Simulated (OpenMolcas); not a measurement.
# SiN2H6O (SMILES N[SiH](N)O): levels of theory compared

We compute a comparison of 6 runs (HF/STO-3G, HF/3-21G, B3LYP/def2-SVP, TPSS/def2-SVP, MP2/def2-SVP, CCSD(T)/def2-SVP) of SiN2H6O. 

Program for the calculation: OpenMolcas 26.06.

## (1) Starting point

The species is SiN2H6O (10 atoms), meant as a singlet with charge 0. As SMILES, `N[SiH](N)O`. The shape is that of a PBE0-D4/def2-TZVP optimisation. This is one conformer, not always the lowest.

Bond lengths: N1–Si2 1.713 Å, Si2–N3 1.706 Å, Si2–O4 1.648 Å, N1–H5 1.007 Å, N1–H6 1.007 Å, Si2–H7 1.482 Å, N3–H8 1.007 Å, N3–H9 1.006 Å, O4–H10 0.959 Å. Some angles: N1–Si2–N3 104.7°, N1–Si2–O4 106.6°, N3–Si2–O4 119.3°, N1–Si2–H7 118.9°, N3–Si2–H7 106.1°, O4–Si2–H7 102.2°, Si2–N1–H5 119.8°, Si2–N1–H6 119.6°, Si2–N3–H8 121.6°, Si2–N3–H9 120.9°.

## (2) Energy and forces at HF/STO-3G (run 1)

calc.inp

```
* H6N2OSi Hartree-Fock

&GATEWAY
  BasLib
  $CurrDir
  Coord
  10
  angstrom
  N       -0.775500       1.215500      -0.137800
  Si       0.492300       0.085700       0.087100
  N       -0.248600      -1.249800       0.847400
  O        1.206700      -0.118300      -1.384200
  H       -0.620700       2.036300      -0.700200
  H       -1.413200       1.405300       0.618200
  H        1.642700       0.459500       0.944000
  H       -1.123500      -1.625000       0.519700
  H        0.302300      -1.942900       1.325300
  H        0.620800      -0.317400      -2.116600
  Basis
  STO-3G
  Group
  NoSym

&SEWARD

&SCF
  Thresholds
  1e-10 1e-07 1e-07 1e-05
  PrOrbitals
  1 2

&ALASKA
```

The basis set STO-3G is read from a file made from the Basis Set Exchange's data (not shown).

Launch:

```bash
export MOLCAS_MEM=1860
pymolcas calc.inp > calc.log
```

Standard output:

```text
--- Start Module: gateway ---
[...]
--- Stop Module: gateway /rc=_RC_ALL_IS_WELL_ ---
[...]
      Basis functions           30
[...]
--- Start Module: scf ---
[...]
       Convergence after  10 Iterations
[...]
::    Total SCF energy                               -470.4584132776
[...]
      Total spin, S                                     0.0000000000
[...]
      Total electronic charge=   42.000000
      Total            charge=   -0.000000
[...]
      Dipole Moment (debye):
      Origin of the operator (angstrom)=    0.2325    0.0005   -0.1175
                   X= -9.7374E-01               Y= -1.1564E-01               Z=  1.0165E-01           Total=  9.8584E-01
      Quadrupole Moment (debye*angstrom):
[...]
--- Stop Module: scf /rc=_RC_ALL_IS_WELL_ ---
--- Start Module: alaska ---
[...]
 *              Molecular gradients               *
 **************************************************
  Irreducible representation: a
 ------------------------------------------------------------------------------------------
                              X                       Y                       Z
 ------------------------------------------------------------------------------------------
  N1               -4.84751524665761E-03    1.22642410402767E-02    3.16434189542392E-03
  SI2              -1.79183906265727E-02   -7.94978854985207E-03   -2.02893187071540E-02
  N3               -5.26962875940740E-03   -1.24188275896344E-02    3.84946747947712E-03
  O4               -2.85715616881888E-02   -1.27315175052845E-03   -1.41229170240376E-02
  H5               -7.85569775066691E-04   -9.64058910813215E-03    2.36751337110297E-03
  H6                4.93699547923132E-03   -4.29348035508270E-03   -6.18799272348847E-03
  H7                2.52895313761510E-02    4.92757790229259E-03    1.65647613893203E-02
  H8                5.47639390051691E-03    5.26282290832514E-03    2.63820980997398E-03
[...]
--- Stop Module: alaska /rc=_RC_ALL_IS_WELL_ ---
[...]
```

Run time: 1.3 s. Hardware: 1 thread of Intel Xeon 6975P-C (Granite Rapids), shared host; peak memory 0.37 GiB.

## (3) Energy and gradient at HF/3-21G (run 2)

calc.inp: that of step 2 with these lines changed.

```diff
@@ -1,6 +1,3 @@
-* H6N2OSi Hartree-Fock
-
 &GATEWAY
-  BasLib
-  $CurrDir
+  BasLib=$CurrDir
   Coord
@@ -18,6 +15,4 @@
   H        0.620800      -0.317400      -2.116600
-  Basis
-  STO-3G
-  Group
-  NoSym
+  Basis=3-21G
+  Group=NoSym
 
@@ -26,6 +21,4 @@
 &SCF
-  Thresholds
-  1e-10 1e-07 1e-07 1e-05
-  PrOrbitals
-  1 2
+  Thresholds=1e-10 1e-07 1e-07 1e-05
+  PrOrbitals=1
```

The basis set 3-21G is read from a file made from the Basis Set Exchange's data (not shown).

Launch:

```bash
export MOLCAS_MEM=1860
pymolcas calc.inp > calc.log
```

Standard output:

```text
--- Start Module: gateway ---
[...]
--- Stop Module: gateway /rc=_RC_ALL_IS_WELL_ ---
[...]
      Basis functions           52
[...]
--- Start Module: scf ---
[...]
       Convergence after  12 Iterations
[...]
::    Total SCF energy                               -473.7338197067
[...]
      Total spin, S                                     0.0000000000
[...]
      Total electronic charge=   42.000000
      Total            charge=   -0.000000
[...]
      Dipole Moment (debye):
      Origin of the operator (angstrom)=    0.2325    0.0005   -0.1175
                   X= -2.2392E+00               Y= -3.2796E-01               Z= -1.0717E-01           Total=  2.2656E+00
      Quadrupole Moment (debye*angstrom):
[...]
--- Stop Module: scf /rc=_RC_ALL_IS_WELL_ ---
--- Start Module: alaska ---
[...]
 *              Molecular gradients               *
 **************************************************
  Irreducible representation: a
 ------------------------------------------------------------------------------------------
                              X                       Y                       Z
 ------------------------------------------------------------------------------------------
  N1                6.87165860165351E-03   -2.45299376554158E-02   -4.59456577672945E-03
  SI2              -1.64406962514567E-02   -8.08333357121294E-03   -2.38592897282750E-02
  N3                2.62190751788349E-03    2.47845573799905E-02    2.48526823726625E-03
  O4                1.08184457205951E-04    5.61605539763499E-03    1.39150514417761E-02
  H5                4.32499604377518E-03    3.55049295587229E-03    1.07118596559630E-03
  H6                1.45054859098748E-03    3.94111654469786E-03    5.55792124253518E-03
  H7                2.59842194926208E-03    2.63062385585267E-04    1.82729884206090E-04
  H8               -1.43624935992248E-03   -3.37844988888403E-03   -4.97122652024018E-03
[...]
--- Stop Module: alaska /rc=_RC_ALL_IS_WELL_ ---
[...]
```

It took 1.7 s on 1 thread of Intel Xeon 6975P-C (Granite Rapids), shared host; peak memory 0.38 GiB.

Runs 3 to 5 aren't shown in full; the table further down has their settings and results.

## (4) The energy at CCSD(T)/def2-SVP (run 6)

coord.xyz

```xyz
10

N     -0.775500     1.215500    -0.137800
Si     0.492300     0.085700     0.087100
N     -0.248600    -1.249800     0.847400
O      1.206700    -0.118300    -1.384200
H     -0.620700     2.036300    -0.700200
H     -1.413200     1.405300     0.618200
H      1.642700     0.459500     0.944000
H     -1.123500    -1.625000     0.519700
H      0.302300    -1.942900     1.325300
H      0.620800    -0.317400    -2.116600
```

mol.inp

```
>>> EXPORT MOLCAS_PRINT=2
&GATEWAY
BasLib=$CurrDir
Coord=coord.xyz
Basis=def2-SVP
Group=NoSym
&SEWARD
&SCF
Thresholds=1e-10 1e-07 1e-07 1e-05
PrOrbitals=0
&RASSCF
FileOrb=$Project.ScfOrb
Spin=1
Nactel=0 0 0
Inactive=21
Ras2=0
OutOrbitals=Canonical
OrbListing=Few
&MOTRA
JobIph
Frozen=8
&CCSDT
CCT
Triples=2
Iterations=80
Accuracy=1e-08
Extrapolation=5 4
```

The basis set def2-SVP is read from a file made from the Basis Set Exchange's data (not shown).

Launch:

```bash
export MOLCAS_MEM=1860
pymolcas mol.inp > mol.log
```

Standard output:

```text
--- Start Module: gateway ---
[...]
--- Stop Module: gateway /rc=_RC_ALL_IS_WELL_ ---
[...]
      Basis functions           90
[...]
       Convergence after  13 Iterations
[...]
::    Total SCF energy                               -476.0634321864
[...]
      Total spin, S                                     0.0000000000
[...]
      Number of active orbitals                  0
[...]
      Spin quantum number                      0.0
[...]
      Active orbitals                            0
[...]
      Number of CSFs                             1
[...]
      Number of root(s) required                 1
[...]
      Convergence after  4 iterations
[...]
      Natural orbitals and occupation numbers for root  1
      ************************************************************************************************************************
      *                                                    Final results                                                     *
      ************************************************************************************************************************
[...]
::    RASSCF root number  1 Total energy:   -476.06343219
[...]
      Total electronic charge=   42.000000
      Total            charge=   -0.000000
[...]
      Dipole Moment (debye):
      Origin of the operator (angstrom)=    0.2325    0.0005   -0.1175
                   X= -2.1112E+00               Y= -3.3055E-01               Z= -1.7037E-01           Total=  2.1437E+00
      Quadrupole Moment (debye*angstrom):
[...]
--- Start Module: motra ---
[...]
      *** WARNING: Default frozen orbitals is overwritten by user input.
      *** Default values:   5
[...]
--- Stop Module: motra /rc=_RC_ALL_IS_WELL_ ---
[...]
--- Start Module: ccsdt ---
[...]
      Convergence after                    16  Iterations
      Total energy (diff) :    -476.72600604       0.00000000
[...]
 METHOD                       : CCSD+T(CCSD)+<T3(1)WT1> = CCSD(T)
[...]
       CCSD     =      -476.7260060403629
[...]
--- Stop Module: ccsdt /rc=_RC_ALL_IS_WELL_ ---
[...]
```

It took 51 s on 1 thread of Intel Xeon 6975P-C (Granite Rapids), shared host; peak memory 0.49 GiB.

## (5) The series

| run | level | integration grid | task | energy (Eh) | dipole moment (D) of the reference | HOMO energy (eV) | LUMO energy (eV) | wall time |
| --- | --- | --- | --- | --- | --- | --- | --- | --- |
| 1 | HF/STO-3G | – | gradient | -470.458413 | 0.99 | -8.29 | 13.51 | 1.3 s |
| 2 | HF/3-21G | – | gradient | -473.733820 | 2.27 | -10.64 | 6.53 | 1.7 s |
| 3 | B3LYP/def2-SVP | UltraFine | gradient | -477.716845 | 2.12 | -6.79 | 1.30 | 26 s |
| 4 | TPSS/def2-SVP | UltraFine | gradient | -477.735521 | 2.13 | -5.63 | 1.02 | 34 s |
| 5 | MP2/def2-SVP | – | energy | -476.689658 | 2.14 | -10.91 | 4.69 | 5.4 s |
| 6 | CCSD(T)/def2-SVP | – | energy | -476.740856 | 2.14 | -10.91 | 4.69 | 51 s |

## (6) What came out

| quantity | value |
| --- | --- |
| run 6: total energy | -476.74086 Eh |
| run 6: dipole moment (mean-field density) | 2.14 D |
| run 6: HOMO energy (Hartree–Fock orbitals) | -10.91 eV |
| run 6: LUMO energy (Hartree–Fock orbitals) | 4.69 eV |
| run 6: HOMO–LUMO gap (Hartree–Fock orbitals) | 15.61 eV |
| run 6: correlation energy (8 core orbitals frozen) | -677.4 mEh |
| run 6: (T) correction | -14.85 mEh |

In words: Over runs 1, 2, 3, 4 the dipole moment (its size) runs from 0.99 D (HF/STO-3G) to 2.27 D (HF/3-21G). Over runs 1, 2, 3, 4 the HOMO–LUMO gap runs from 6.65 eV (TPSS/def2-SVP) to 21.80 eV (HF/STO-3G). The two ends differ in method and basis. Totals of different functionals can't be ranked against each other. In run 1 the basis is minimal, so the values are rough. All runs together took 2 min, the longest 51 s.
